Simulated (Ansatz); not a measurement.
## In3As in Ansatz: the effect of functional

The system is In3As.

```
CELL_PARAMETERS angstrom
4.70262 0.00000 0.00000
0.00000 4.70262 0.00000
0.00000 0.00000 4.70262
ATOMIC_POSITIONS crystal
In 0.50000 0.50000 0.00000
In 0.50000 0.00000 0.50000
In 0.00000 0.50000 0.50000
As 0.00000 0.00000 0.00000
```

The cell comes from a database or a generator and needn't be the stable form of this composition.

The cell isn't the ideal one: volume scaled by 1.02.

Alike in all runs:

- Program: Ansatz 0.2.0
- Task: single point
- Potentials or basis: Ansatz PAW
- k mesh: 6 × 6 × 6
- Occupations: fermi-dirac, width 0.05 eV
- Spin: no spin polarisation

Task: One run gave: pressure -1.7 GPa. Which functional did it use?
A. PBE
B. LDA
C. r2SCAN

Result: C.

```csv
functional,cutoff,pressure (GPa)
LDA,420 eV (not typed: the program's choice for these potentials),-4.5
r2SCAN,500 eV (not typed: the program's choice for these potentials),-1.7
PBE,420 eV (not typed: the program's choice for these potentials),-0.2
```

Caveats: the PAW data sets come from PBE, with cores solved anew for the run's functional, which leaves a small shift of forces and pressure (some runs).
